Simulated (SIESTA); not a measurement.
The system is Bi2Te3 (Tellurobismuthite).

```
Bi Te
1.0
     2.19300    1.26613   10.16567
    -2.19300    1.26613   10.16567
     0.00000   -2.53226   10.16567
Bi Te
2 3
Direct
  0.60000 0.60000 0.60000
  0.40000 0.40000 0.40000
  0.79050 0.79050 0.79050
  0.20950 0.20950 0.20950
  0.00000 0.00000 0.00000
```

Base run:

| Quantity | Value |
| --- | --- |
| Program | SIESTA 5.4.2 |
| Functional | LDA |
| Potentials or basis | PseudoDojo 0.4 standard (LDA files) |
| Basis | DZP (energy shift 0.003 Ry; two zetas on semicore shells) |
| Grid cutoff | 500 Ry |
| Energy shift | 0.003 Ry |
| k mesh | 7 × 7 × 7 |
| Occupations | fermi-dirac, width 0.05 eV |
| Spin | no spin polarisation |

Its results: band gap on the k mesh 0.20 eV, direct; pressure -1.0 GPa; largest force 0.084 eV/Å.

**Question.** The run is repeated on the same cell with these changes: functional from LDA to PBE; potentials or basis from PseudoDojo 0.4 standard (LDA files) to SG15 1.2 (PBE files) or PseudoDojo by element. What comes out?

**Answer.** Band gap on the k mesh 0.30 eV, direct; pressure 3.1 GPa; largest force 0.168 eV/Å.

Caveats: spin-orbit coupling is left out, which as a rule narrows the gap of such compounds by several tenths of an eV; the basis of atomic orbitals isn't converged, which shifts pressures, moduli and gaps.
